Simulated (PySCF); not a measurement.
# [CeCl3(NH3)]+: other functionals and bases at one geometry

The task here is to estimate one member of a computed series from the others.

The runs use PySCF 2.14.0; several levels, as the steps say, no spin–orbit coupling.

1 further run of the same task is left out (for a known fault of the program).

### Where the work starts

8 atoms, charge 1, spin multiplicity 1.

Bond lengths: Ce1–Cl2 2.442 Å, Ce1–Cl3 2.442 Å, Ce1–Cl4 2.442 Å, Ce1–N5 2.491 Å, N5–H6 1.028 Å, N5–H7 1.028 Å, N5–H8 1.028 Å. Angles: Cl2–Ce1–Cl3 113.9°, Cl2–Ce1–Cl4 113.9°, Cl2–Ce1–N5 104.5°, Cl3–Ce1–Cl4 113.9°, Cl3–Ce1–N5 104.5°, Cl4–Ce1–N5 104.5°, Ce1–N5–H6 113.7°, Ce1–N5–H7 113.7°, Ce1–N5–H8 113.7°, H6–N5–H7 105.0°, H6–N5–H8 105.0°, H7–N5–H8 105.0°.

Geometry (Å):

```xyz
8

Ce   -0.0402    0.0402   -0.0402
Cl    1.2789    1.6163    1.2789
Cl   -1.6163   -1.2789    1.2789
Cl    1.2789   -1.2789   -1.6163
N    -1.4784    1.4784   -1.4784
H    -2.1012    2.1012   -0.9477
H    -0.9477    2.1012   -2.1012
H    -2.1012    0.9477   -2.1012
```

Formal oxidation states: Ce +4. The 4f shell is empty and lies in the core potential. An earlier session relaxed this geometry at PBE0, Ce lcecp-2-SVP with ECP46, Cl def2-SVP, N def2-SVP, H def2-SVP (singlet, point group C3v).

At PBE0 on the finer grid: E = -1474.739381 Eh, frontier levels not given, since the 4f levels lie in the core, Mulliken charge on Ce1 +1.34 e, largest force component 0.005 eV/Å. The large-core potential holds the 4f shell empty.

Levels to run: revPBE; B3LYP; PBE0, TZVP. Hardware: 2 threads of Arm Neoverse V1, shared host.

The first run:

run.py (the lines that set the calculation) reads:

```python
mol = gto.M(atom='''
Ce    -0.04018     0.04018    -0.04018
Cl     1.27892     1.61629     1.27892
Cl    -1.61629    -1.27892     1.27892
Cl     1.27892    -1.27892    -1.61629
N     -1.47839     1.47839    -1.47839
H     -2.10117     2.10117    -0.94766
H     -0.94766     2.10117    -2.10117
H     -2.10117     0.94766    -2.10117''',
    basis={'Ce': 'lcecp-2-SVP', 'Cl': 'def2-SVP', 'N': 'def2-SVP', 'H': 'def2-SVP'},
    ecp={'Ce': 'lcecp-2-SVP'},
    charge=1, spin=0)
mf = dft.RKS(mol, xc='PBE_R,PBE')
mf.grids.atom_grid = (75, 302)  # f atoms: unpruned, at least (60, 302)
mf = mf.density_fit()  # fitting sets: Ce AutoAux, Cl def2-universal-JKFIT, N def2-universal-JKFIT, H def2-universal-JKFIT
mf.conv_tol = 1e-08; mf.max_cycle = 55
mf.kernel(dm0)  # dm0: the density of the relaxed state
```

Command:

```
$ OMP_NUM_THREADS=2 python run.py
```

Steps of the session up to this table: revPBE; B3LYP; PBE0, TZVP.

One table of the session follows, with a row left open; its other results are not shown here.

```
              level  charge on Ce1 (e)  dipole (D)  largest force component (eV/Å)
PBE0 (relaxed here)               1.34        7.90                            0.00
             revPBE                  ?           ?                               ?
              B3LYP               1.25        7.78                            0.22
         PBE0, TZVP               1.59        7.74                            0.29
```

**Question.** Estimate the row for revPBE.

As computed: charge on Ce1 (e): 1.19; dipole (D): 7.65; largest force component (eV/Å): 0.24. In the column «charge on Ce1 (e)» it is the lowest.

The dipole of a charged species depends on the origin, so these sizes hold for this origin alone.

The largest leftover force, 0.29 eV/Å with PBE0, TZVP, stands at a geometry relaxed at another level. With 4f in the core, its levels are missing from HOMO and gap, and its count is fixed, so no charge can pass from the ligands into it. Total energies of different levels can't be compared.
